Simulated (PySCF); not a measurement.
# HgH2: other functionals and bases at one geometry

One table from this session's results is given with a row withheld; the runs are named, their logs left out.

Computed with PySCF 2.14.0. Level: several levels, as the steps say, no spin–orbit coupling.

2 further runs of the same task are left out: 2 for a known fault of the program. Runs told in other sessions of the task aren't counted.

### The starting structure

3 atoms, charge 0, spin multiplicity 1.

Bond lengths: Hg1–H2 1.668 Å, Hg1–H3 1.668 Å. Angles: H2–Hg1–H3 180.0°.

Geometry (Å):

```xyz
3
H2Hg
Hg    0.0000    0.0000    0.0000
H     0.0000    0.0000    1.6675
H     0.0000    0.0000   -1.6675
```

Formal oxidation states: Hg +2. An earlier session relaxed this geometry at BP86, Hg def2-SVP with ECP60, H def2-SVP (singlet, point group D∞h).

At BP86 on the finer grid: E = -154.793814 Eh, HOMO -7.01 eV, LUMO -1.22 eV, Mulliken charge on Hg1 +0.25 e, largest force component 0.001 eV/Å. 

Levels to run: wB97X; CAM-B3LYP; TPSSh; revPBE; BP86, TZVP; BP86, x2c-SVP. Hardware: 2 threads of Arm Neoverse V1, shared host.

The first run:

File run.py (the lines that set the calculation):

```python
mol = gto.M(atom='''
Hg     0.00000     0.00000     0.00000
H      0.00000     0.00000     1.66752
H      0.00000     0.00000    -1.66752''',
    basis={'Hg': 'def2-SVP', 'H': 'def2-SVP'},
    ecp={'Hg': 'def2-SVP'},
    charge=0, spin=0)
mf = dft.RKS(mol, xc='WB97X')
mf.grids.atom_grid = (75, 302)
mf = mf.density_fit()  # fitting sets: Hg def2-universal-JKFIT, H def2-universal-JKFIT
mf.conv_tol = 1e-08; mf.max_cycle = 55
mf.kernel(dm0)  # dm0: the density of the relaxed state
```

Started as:

```bash
$ OMP_NUM_THREADS=2 python run.py
```

Among the steps run: wB97X; CAM-B3LYP; TPSSh; revPBE; BP86, TZVP; BP86, x2c-SVP.

One table of the session follows, with a row left open; its other results are not shown here.

| level | HOMO (eV) | gap (eV) | charge on Hg1 (e) | largest force component (eV/Å) |
| --- | --- | --- | --- | --- |
| BP86 (relaxed here) | -7.01 | 5.78 | 0.25 | 0.00 |
| wB97X | -10.28 | 11.47 | 0.29 | 0.15 |
| CAM-B3LYP | -9.30 | 9.51 | 0.25 | 0.19 |
| TPSSh | -7.48 | 6.72 | 0.31 | 0.11 |
| revPBE | ? | ? | ? | ? |
| BP86, TZVP | -7.08 | 5.62 | 0.20 | 0.13 |
| BP86, x2c-SVP | -7.03 | 5.65 | -0.04 | 0.08 |

**Question.** Estimate the row for revPBE.

**Answer.** HOMO (eV): -6.83; gap (eV): 5.74; charge on Hg1 (e): 0.24; largest force component (eV/Å): 0.05. In the column «HOMO (eV)» it is the highest.

In one basis the HOMO–LUMO gap runs from 5.74 eV (revPBE) to 11.47 eV (wB97X). The largest leftover force, 0.19 eV/Å with CAM-B3LYP, stands at a geometry relaxed at another level. Total energies of different levels can't be compared.
